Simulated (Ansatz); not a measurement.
# Sr2SO in Ansatz: the effect of functional

Crystal: Sr2SO.

```xyz
4
Lattice="4.0432 0.0000 0.0000 0.0000 4.0432 0.0000 0.0000 0.0000 5.7180" Properties=species:S:1:pos:R:3 pbc="T T T"
Sr    2.0216    2.0216    2.8590
Sr    0.0000    0.0000    0.0000
S     0.0000    0.0000    2.8590
O     2.0216    2.0216    0.0000
```

The cell comes from a database or a generator and needn't be the stable form of this composition.

Alike in all runs:

- Program: Ansatz 0.2.0
- Task: band structure
- Potentials or basis: Ansatz PAW
- Cutoff: 420 eV
- Density cutoff: 1680 eV
- k mesh: 5 × 5 × 4
- Occupations: fermi-dirac, width 0.05 eV
- Spin: no spin polarisation

Question: One run gave: gap on the mesh 2.21 eV; pressure -0.2 GPa. Which functional did it use?
A. PBE
B. LDA
C. PBEsol
D. RPBE

Answer: A.

| functional | gap on the mesh (eV) | pressure (GPa) |
| --- | --- | --- |
| PBEsol | 2.14 | -2.7 |
| LDA | 2.14 | -4.8 |
| PBE | 2.21 | -0.2 |
| RPBE | 2.27 | 1.9 |

Caveats: the PAW data sets come from PBE, with cores solved anew for the run's functional, which leaves a small shift of forces and pressure (some runs); the potentials were made for another functional, which shifts forces and pressure (some runs).

A k mesh can miss the band edges.

Not every run made on this cell is shown here.
